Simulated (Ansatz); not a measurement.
# GeH2: the cost of one run

Program: Ansatz 0.2.0. Level of theory: RKS B3LYP/def2-SVP. These are calculated values, not measurements.

### Step 1. The system as given

Bond lengths: Ge1–H2 1.607 Å, Ge1–H3 1.607 Å. Angles: H2–Ge1–H3 86.5°.

As a file:

```xyz
3

Ge   -0.5953    0.4232   -0.2753
H     0.7811    0.7071    0.5038
H    -0.1858   -1.1303   -0.2285
```

### Step 2. Preparing the start

input.yaml

```yaml
crystal:
  periodic: [false, false, false]
  atoms:
    - { symbol: Ge, position_ang: [-0.5953, 0.42319, -0.27532] }
    - { symbol: H, position_ang: [0.78114, 0.70712, 0.50384] }
    - { symbol: H, position_ang: [-0.18584, -1.1303, -0.22853] }
basis:
  gaussian: { orbitals: def2-SVP }
hamiltonian:
  xc: b3lyp
relax:
  f_tol: 0.02
  max_steps: 40
scf:
  lower_state_search: "off"
```

On the command line:

```sh
$ ansatz run input.yaml --threads 1 --pin off --max-ram 2048MiB --backend cpu --events-out ev --progress --plain --runs-dir out
```

Q: Estimate wall time and peak memory on 1 thread of Arm Neoverse V1, shared host.

About 2.1 s, with a peak of 0.08 GiB.
